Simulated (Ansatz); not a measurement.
Working through a short molecular-dynamics run of ZnSe, space group F-43m

Computed with the Ansatz DFT code, driven from Python.

The script reads `znse.cif`:
```cif
data_ZnSe
_cell_length_a 4.007598
_cell_length_b 4.007598
_cell_length_c 4.007598
_cell_angle_alpha 60.00000
_cell_angle_beta 60.00000
_cell_angle_gamma 60.00000
_symmetry_space_group_name_H-M 'P 1'
_symmetry_Int_Tables_number 1
loop_
_symmetry_equiv_pos_as_xyz
'x, y, z'
loop_
_atom_site_label
_atom_site_type_symbol
_atom_site_fract_x
_atom_site_fract_y
_atom_site_fract_z
Zn1 Zn    0.000000    0.000000    0.000000
Se2 Se    0.250000    0.250000    0.250000
```

Run as a notebook:

**Cell 1**
```python
import warnings

import ansatz as az
from ase import Atoms
from ase.io import read
from ase.neighborlist import neighbor_list
import numpy as np

config = {
    'ecut': 470,
    'kgrid': (2, 2, 2),
    'filling': 'fixed',
    'xc': 'LDA',
    'n_steps': 15,
    'temperature_k': 500,
}
```

**Cell 2**
```python
warnings.simplefilter('ignore', az.DeckWarning)
```

**Cell 3**
```python
atoms = read('znse.cif')
crystal = az.Crystal.from_ase(atoms)
```

**Cell 4**
```python
[site.symbol for site in crystal.resolved().sites]
```
Output:
```text
['Zn', 'Se']
```

**Cell 5**
```python
model = (
    crystal.supercell(2, 2, 1).calculation()
    .basis(config['ecut'])
    .kpoints(*config['kgrid'], center='gamma')
    .occupations(config['filling'])
    .scf(self_checks='high')
    .functional(config['xc'])
    .md('nvt_langevin', timestep=8.0, steps=config['n_steps'], temperature=config['temperature_k'], friction=0.005, initial_velocities='maxwell_boltzmann', seed=135)
)
steps = []


def collect(event):
    if event['event'] == 'md_step':
        steps.append(event['data'])
```

**Cell 6**
```python
res = model.session().plan().execute(on_event=collect)
summary = res.report
```

**Cell 7**
```python
summary['mixing_algorithm'], summary['preconditioner'], summary['eigensolver']
```
Output:
```text
('MSR1', 'Resta', 'band_cg')
```

**Cell 8**
```python
print(' step   t (fs)     E_pot (eV)   E_kin (eV)    T (K)')
for s in steps[::1]:
    print(f'{s["step"]:5d} {s["time_fs"]:8.1f} {s["lagrangian_ev"]:14.4f} {s["e_kin_ev"]:12.4f} {s["temperature_k"]:8.1f}')

temperature = np.array([s['temperature_k'] for s in steps])
print(f'mean temperature of the second half {temperature[len(steps) // 2 :].mean():.1f} K')
```
Output:
```text
 step   t (fs)     E_pot (eV)   E_kin (eV)    T (K)
    0      0.0    -34522.0460       0.4524    437.5
    1      8.0    -34521.9965       0.4572    442.2
    2     16.0    -34521.8996       0.3575    345.7
    3     24.0    -34521.7821       0.2766    267.5
    4     32.0    -34521.6869       0.1766    170.8
    5     40.0    -34521.6537       0.1483    143.4
    6     48.0    -34521.6796       0.1991    192.5
    7     56.0    -34521.7378       0.2304    222.8
    8     64.0    -34521.7944       0.2870    277.5
    9     72.0    -34521.8306       0.3010    291.1
   10     80.0    -34521.8417       0.3089    298.7
   11     88.0    -34521.8287       0.3255    314.8
   12     96.0    -34521.8089       0.3809    368.4
   13    104.0    -34521.7980       0.3124    302.1
   14    112.0    -34521.7959       0.3128    302.5
   15    120.0    -34521.7962       0.3042    294.2
mean temperature of the second half 306.2 K
```

**Cell 9**
```python
with open('trajectory.xyz', 'w') as handle:
    for s in steps[::5]:
        handle.write(f'{len(s["positions_ang"])}\nt = {s["time_fs"]} fs\n')
        for site, xyz in zip(res.lattice.sites, s['positions_ang']):
            handle.write('{} {:.4f} {:.4f} {:.4f}\n'.format(site.symbol, *xyz))

symbols = [site.symbol for site in res.lattice.sites]
pairs = np.concatenate([neighbor_list('d', Atoms(symbols, positions=s['positions_ang'], cell=res.lattice.cell_ang, pbc=True), 4.5) for s in steps[len(steps) // 2 :]])
counts, edges = np.histogram(pairs, bins=np.arange(0.5, 4.51, 0.25))
for low, count in zip(edges, counts / (len(symbols) * len(steps[len(steps) // 2 :]))):
    print(f'{low:4.2f}-{low + 0.25:4.2f} A  {count:6.2f} neighbours an atom')
```
Output:
```text
0.50-0.75 A    0.00 neighbours an atom
0.75-1.00 A    0.00 neighbours an atom
1.00-1.25 A    0.00 neighbours an atom
1.25-1.50 A    0.00 neighbours an atom
1.50-1.75 A    0.00 neighbours an atom
1.75-2.00 A    0.00 neighbours an atom
2.00-2.25 A    0.00 neighbours an atom
2.25-2.50 A    2.66 neighbours an atom
2.50-2.75 A    1.34 neighbours an atom
2.75-3.00 A    0.00 neighbours an atom
3.00-3.25 A    0.00 neighbours an atom
3.25-3.50 A    0.00 neighbours an atom
3.50-3.75 A    0.00 neighbours an atom
3.75-4.00 A    4.50 neighbours an atom
4.00-4.25 A    7.50 neighbours an atom
4.25-4.50 A    0.62 neighbours an atom
```

File `trajectory.xyz` afterwards:
```text
8
t = 0.0 fs
Zn 0.0000 0.0000 0.0000
Se 2.0038 1.1569 0.8180
Zn 2.0038 3.4707 0.0000
Se 4.0076 4.6276 0.8180
Zn 4.0076 0.0000 0.0000
Se 6.0114 1.1569 0.8180
Zn 6.0114 3.4707 0.0000
Se 8.0152 4.6276 0.8180
8
t = 40.0 fs
Zn 0.0300 0.0344 0.0814
Se 1.9587 1.1190 0.8821
Zn 2.0048 3.4426 -0.0148
Se 3.9964 4.5406 0.8274
Zn 4.0623 -0.0857 -0.1327
Se 6.0999 1.2120 0.7493
Zn 6.0593 3.5561 -0.0705
Se 7.9041 4.5538 0.8917
8
t = 80.0 fs
Zn 0.0499 -0.0217 0.0877
Se 1.9857 1.0849 0.8992
Zn 1.9299 3.3678 0.0836
Se 4.0019 4.5392 0.8038
Zn 4.0319 -0.1559 -0.0805
Se 6.0484 1.2255 0.6667
Zn 5.9566 3.5518 -0.0184
Se 8.0475 4.5710 0.8059
8
t = 120.0 fs
Zn -0.0064 -0.0605 0.1066
Se 2.0702 0.9978 0.8139
Zn 1.8536 3.2956 0.0927
Se 3.9178 4.5548 0.8154
Zn 3.9578 -0.0643 -0.0568
Se 5.9194 1.1248 0.6625
Zn 5.8908 3.5105 0.0270
Se 8.0896 4.6534 0.7273
```

Caveats:
- The settings weren't tested for convergence.
- The k-point mesh is coarse, and energy and stress weren't tested for convergence.
- The starting cell is as deposited in a crystallographic database; the results hold for this polymorph, which needn't be the stable one.
- A small cell, a coarse mesh and a very short run: it shows the set-up and gives no equilibrium averages.
- It ran for 94 s on 1 thread of Arm Neoverse V1, on a shared host, peak memory 0.64 GiB.

(Lines on the test bed's own set-up are left out of the output.)
